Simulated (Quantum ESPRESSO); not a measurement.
Crystal: CsPbBr3.

```
Pb Cs Br
1.0
     5.87000    0.00000    0.00000
     0.00000    5.87000    0.00000
     0.00000    0.00000    5.87000
Pb Cs Br
1 1 3
Direct
  0.50000 0.50000 0.50000
  0.00000 0.00000 0.00000
  0.50000 0.50000 0.00000
  0.50000 0.00000 0.50000
  0.00000 0.50000 0.50000
```

Measurements of this composition are mostly on another form, of space group No. 62.

Base run:

* Program: Quantum ESPRESSO 7.5
* Functional: r2SCAN
* Potentials or basis: SG15 PBE 1.2
* Cutoff: 762 eV
* Density cutoff: 3048 eV
* k mesh: 5 × 5 × 5
* Occupations: fermi-dirac, width 0.05 eV
* Spin: no spin polarisation

Its results: pressure 0.4 GPa.

The run is repeated on the same cell with these changes: functional from r2SCAN to PBE; potentials or basis from SG15 PBE 1.2 to SSSP 1.3 efficiency PBE; cutoff from 762 eV to 748 eV; density cutoff from 3048 eV to 5987 eV. What comes out?

Pressure 1.4 GPa.

Caveats: the potentials were made for another functional, which shifts forces and pressure (some runs).
